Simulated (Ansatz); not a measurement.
# C2H3BClF: rigid torsion scan

Wanted for C2H3BClF: a rigid torsion scan.

Computed with Ansatz 0.2.0, driven from Python. Level of theory: CAM-B3LYP/def2-SVP.

### 1 The structure

Bond lengths: C1–C2 1.340 Å, C2–F3 1.352 Å, C2–B4 1.533 Å, B4–Cl5 1.906 Å, C1–H6 1.059 Å, C1–H7 1.121 Å, B4–H8 1.184 Å. Angles: C1–C2–F3 119.1°, C1–C2–B4 120.7°, F3–C2–B4 120.0°, C2–C1–H6 122.9°, C2–C1–H7 120.0°, H6–C1–H7 116.5°, C2–B4–Cl5 119.0°, C2–B4–H8 123.2°, Cl5–B4–H8 117.6°.

No structure file is read: the coordinates are typed or built in the script.

### 2 The code

The input, torsion_c2h3bclf.py:

```python
"""Rigid torsion scan of C2H3BClF."""

import warnings

import ansatz as az
from ase import Atoms

BASIS = "def2-SVP"
FUNCTIONAL = "cam_b3lyp"
FMAX = 0.02

warnings.simplefilter("ignore", az.DeckWarning)

atoms = Atoms(["C", "C", "F", "B", "Cl", "H", "H", "H"], positions=[
    [0.9208, 0.7286, 0.6376],
    [0.0139, -0.236, 0.4283],
    [-0.239, -1.1264, 1.4132],
    [-0.661, -0.392, -0.9398],
    [-1.9086, -1.8093, -1.1993],
    [1.3831, 0.8892, 1.5767],
    [1.1002, 1.5079, -0.1476],
    [-0.5172, 0.3809, -1.8247],
])

# relax first, so that the scan starts from a minimum
first = az.Crystal.molecule_from_ase(atoms).calculation()
first = first.basis(gaussian=BASIS).functional(FUNCTIONAL)
first = first.relax(force_tolerance=FMAX, max_steps=80)
atoms.positions = first.run(threads=1).report["positions_ang"]

start = atoms.get_dihedral(0, 1, 3, 4)
energies = {}
for turn in range(0, 360, 40):
    turned = atoms.copy()
    turned.set_dihedral(0, 1, 3, 4, start + turn, indices=[3, 4, 7])
    job = az.Crystal.molecule_from_ase(turned).calculation()
    job = job.basis(gaussian=BASIS).functional(FUNCTIONAL)
    energies[round((start + turn) % 360)] = job.run(threads=1).report["free_energy_ev"]
floor = min(energies.values())
print("dihedral C0-C1-B3-Cl4 (deg)   E - E(min) (kcal/mol)")
for angle, e in sorted(energies.items()):
    print(f"{angle:8d} {23.060548 * (e - floor):14.3f}  " + "#" * int(30 * (e - floor) / max(max(energies.values()) - floor, 1e-9)))
```

### 3 The input behind the calls

The engine receives this input (first run):

```yaml
crystal:
  periodic: [false, false, false]
  atoms:
    - { symbol: C, position_ang: [0.9208, 0.7286, 0.6376] }
    - { symbol: C, position_ang: [0.0139, -0.236, 0.4283] }
    - { symbol: F, position_ang: [-0.239, -1.1264, 1.4132] }
    - { symbol: B, position_ang: [-0.661, -0.392, -0.9398] }
    - { symbol: Cl, position_ang: [-1.9086, -1.8093, -1.1993] }
    - { symbol: H, position_ang: [1.3831, 0.8892, 1.5767] }
    - { symbol: H, position_ang: [1.1002, 1.5079, -0.1476] }
    - { symbol: H, position_ang: [-0.5172, 0.3809, -1.8247] }
basis:
  gaussian:
    orbitals: def2-SVP
hamiltonian:
  xc: cam_b3lyp
relax:
  f_tol: 0.02
  max_steps: 80
```

### 4 The run

The run is started by

```
$ python torsion_c2h3bclf.py
```

What it wrote:

```text
dihedral C0-C1-B3-Cl4 (deg)   E - E(min) (kcal/mol)
      20          1.903  ######
      60          7.112  ######################
     100          9.287  #############################
     140          3.621  ###########
     180          0.000
     220          3.712  ###########
     260          9.328  ##############################
     300          7.032  ######################
     340          1.864  #####
```

Wall time 48 s (1 thread of Arm Neoverse V2, shared host); peak memory 0.28 GiB.

### 5 The relaxation of run 0, step by step

Relaxation path:

```csv
step,energy from step 1 (eV),largest force component (eV/Å)
1,0.0000,2.1777
2,-0.2079,1.6911
3,-0.3186,0.5072
4,-0.3298,0.3106
5,-0.3333,0.0972
6,-0.3338,0.0303
7,-0.3338,0.0129
```

Step 1 is the start.

Before: Bond lengths: C1–C2 1.340 Å, C2–F3 1.352 Å, C2–B4 1.533 Å, B4–Cl5 1.906 Å, C1–H6 1.059 Å, C1–H7 1.121 Å, B4–H8 1.184 Å. Angles: C1–C2–F3 119.1°, C1–C2–B4 120.7°, F3–C2–B4 120.0°, C2–C1–H6 122.9°, C2–C1–H7 120.0°, H6–C1–H7 116.5°, C2–B4–Cl5 119.0°, C2–B4–H8 123.2°, Cl5–B4–H8 117.6°.

After: Bond lengths: C1–C2 1.336 Å, C2–F3 1.341 Å, C2–B4 1.547 Å, B4–Cl5 1.739 Å, C1–H6 1.093 Å, C1–H7 1.090 Å, B4–H8 1.200 Å. Angles: C1–C2–F3 119.2°, C1–C2–B4 122.6°, F3–C2–B4 118.2°, C2–C1–H6 121.5°, C2–C1–H7 119.7°, H6–C1–H7 118.9°, C2–B4–Cl5 121.2°, C2–B4–H8 119.9°, Cl5–B4–H8 118.9°.

Run 0 is this relaxation; the runs after it count from 1.

### 6 What each run gave

The 9 runs, in the order started:

| run | turn (°) | energy from run 1 (eV) | SCF cycles | CPU time (s) |
| --- | --- | --- | --- | --- |
| 1 | 0 | 0.0000 | 18 | 2.2 |
| 2 | 40 | 0.1610 | 18 | 2.2 |
| 3 | 80 | 0.4045 | 18 | 2.2 |
| 4 | 120 | 0.3049 | 16 | 2 |
| 5 | 160 | 0.0808 | 16 | 2.1 |
| 6 | 200 | 0.0825 | 16 | 2.1 |
| 7 | 240 | 0.3084 | 16 | 2.1 |
| 8 | 280 | 0.4027 | 18 | 2.2 |
| 9 | 320 | 0.1570 | 18 | 2.2 |

### 7 Outcome

| quantity | value |
| --- | --- |
| runs compared | 9 |
| range of energy | 0.405 eV |
| lowest point, turn (°) | 0 |

What this shows: The lowest point lies at a turn of 0°, the highest 0.405 eV (39.0 kJ/mol) above it at 80°. The grid can miss the true lowest and highest points, and the rest of the molecule is held rigid. Run 0: The relaxation took 6 moves; the largest shift is 0.111 Å, of atom 5 (Cl). The scan is rigid and the energies are electronic, in a modest basis. With rigid groups the curve can differ much from the relaxed path, the start wasn't checked as a minimum of this torsion, and equivalent turns needn't return to the same energy.
